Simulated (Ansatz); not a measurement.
# GeH₂LiO radical: single points off equilibrium

An exercise on one series of results from a longer session: the logs are not shown, and one member is left open.

The runs use Ansatz 0.2.0, Gaussian basis; single points in def2-TZVPP.

Cores are frozen in the correlated methods. Filled d shells of the heavier atoms are correlated. The outer core shell of Li, Na, Mg and K is correlated. Orbitals are unrestricted.

**The starting structure**

SMILES `[Li][O][GeH2]`, 5 atoms, charge 0, spin multiplicity 2.

Atoms are counted from 1 here; the program's logs count them from 0.

Bond lengths: Li1–O2 1.621 Å, O2–Ge3 1.646 Å, Ge3–H4 1.638 Å, Ge3–H5 1.639 Å. Angles: Li1–O2–Ge3 170.5°, O2–Ge3–H4 104.4°, O2–Ge3–H5 105.0°, H4–Ge3–H5 98.8°.

Coordinates:

```
atom    x (Å)    y (Å)    z (Å)
 Li1  -1.2450  -0.6128   2.0156
  O2  -0.1485  -0.4491   0.8327
 Ge3   0.7708  -0.1391  -0.4975
  H4  -0.2257  -0.4445  -1.7606
  H5   0.8212   1.4957  -0.6063
```

The first run:

run/in.yaml reads:

```yaml
crystal:
  periodic: [false, false, false]
  atoms:
    - {symbol: Li, position_ang: [-1.245000, -0.612800, 2.015600]}
    - {symbol: O, position_ang: [-0.148500, -0.449100, 0.832700]}
    - {symbol: Ge, position_ang: [0.770800, -0.139100, -0.497500]}
    - {symbol: H, position_ang: [-0.225700, -0.444500, -1.760600]}
    - {symbol: H, position_ang: [0.821200, 1.495700, -0.606300]}
basis:
  gaussian: {orbitals: def2-TZVPP}
magnetization: {spin_polarized: true, initial_magnetization: 1}
correlation: {method: ccsd_t}
scf: {omitted_lower_state_checks: [cluster_reference]}
output: {forces: true}
```

No record of the launch command was kept for these runs.

Among the steps run: CCSD(T)/def2-TZVPP; PBE0-D4/def2-TZVPP; wB97M-V/def2-TZVPP; r2SCAN-D4/def2-TZVPP; PBE-D4/def2-TZVPP; BLYP-D4/def2-TZVPP; LC-wPBE/def2-TZVPP.

One of the session's tables, all rows but one given; the rest of the session is left out.

```
   method  RMS force component (eV/Å)  angle to CCSD(T) forces (°)  dipole (D)
  CCSD(T)                       1.361                    reference        7.13
  PBE0-D4                       1.316                          3.3        7.12
  wB97M-V                       1.365                          2.6        6.99
r2SCAN-D4                       1.317                          3.2        7.27
   PBE-D4                       1.487                         11.0        7.14
  BLYP-D4                           ?                            ?           ?
  LC-wPBE                       1.302                          5.0        7.02
```

**Question.** Estimate the row for BLYP-D4.

**Answer.** RMS force component (eV/Å): 1.602; angle to CCSD(T) forces (°): 13.9; dipole (D): 7.07. In the column «RMS force component (eV/Å)» it is the highest.
